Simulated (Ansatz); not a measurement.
# GeHF: basis-set convergence

An exercise on one series of results from a longer session: the logs are not shown, and one member is left open.

Program: Ansatz 0.2.0, Gaussian basis. Level of theory: one geometry, several basis sets. These are calculated values, not measurements.

Levels to be run: PBE0-D4/def2-SVP; ωB97M-V/def2-SVP; PBE0-D4/def2-QZVPP; ωB97M-V/def2-QZVPP; the functionals' def2-TZVPP values are taken from earlier runs.

**The geometry**

The geometry comes from an earlier relaxation with PBE0-D4 in a triple-zeta def2 set; it is a stationary point.

3 atoms, charge 0, spin multiplicity 1.

Atoms are counted from 1 here; the program's logs count them from 0.

Bond lengths: F1–Ge2 1.757 Å, Ge2–H3 1.609 Å. Angles: F1–Ge2–H3 94.2°.

Coordinates:

```xyz
3
FGeH
F     0.67210    1.01263    0.46970
Ge   -0.65786    0.19524   -0.33560
H    -0.02524   -1.27267   -0.14740
```

The first run:

File in.yaml:

```yaml
crystal:
  periodic: [false, false, false]
  atoms:
    - {symbol: F, position_ang: [0.672104, 1.012635, 0.469698]}
    - {symbol: Ge, position_ang: [-0.657860, 0.195237, -0.335600]}
    - {symbol: H, position_ang: [-0.025244, -1.272673, -0.147399]}
basis:
  gaussian: {orbitals: def2-SVP}
hamiltonian: {xc: pbe0, dispersion: d4}
output: {orbitals: {seedname: orbitals}}
```

Launch:

```
> ansatz run in.yaml --threads 2 --pin off --events-out ev --progress --plain --max-ram 31744MiB --backend cpu
```

Steps of the session up to this table: PBE0-D4 in def2-SVP; ωB97M-V in def2-SVP; PBE0-D4 in def2-QZVPP; ωB97M-V in def2-QZVPP.

One of the session's tables, all rows but one given; the rest of the session is left out.

It belongs to the step «Functionals by basis». 

```
functional       basis  HOMO (eV)  LUMO (eV)
   PBE0-D4    def2-SVP      -7.13      -2.74
   PBE0-D4  def2-TZVPP          ?          ?
   PBE0-D4  def2-QZVPP      -7.27      -2.88
   ωB97M-V    def2-SVP      -9.25      -0.67
   ωB97M-V  def2-TZVPP      -9.37      -0.79
   ωB97M-V  def2-QZVPP      -9.43      -0.93
```

Estimate the missing values for PBE0-D4, def2-TZVPP.

The run gave: HOMO (eV): -7.22; LUMO (eV): -2.82. In the column «HOMO (eV)» it lies between PBE0-D4, def2-QZVPP (-7.27) and PBE0-D4, def2-SVP (-7.13).
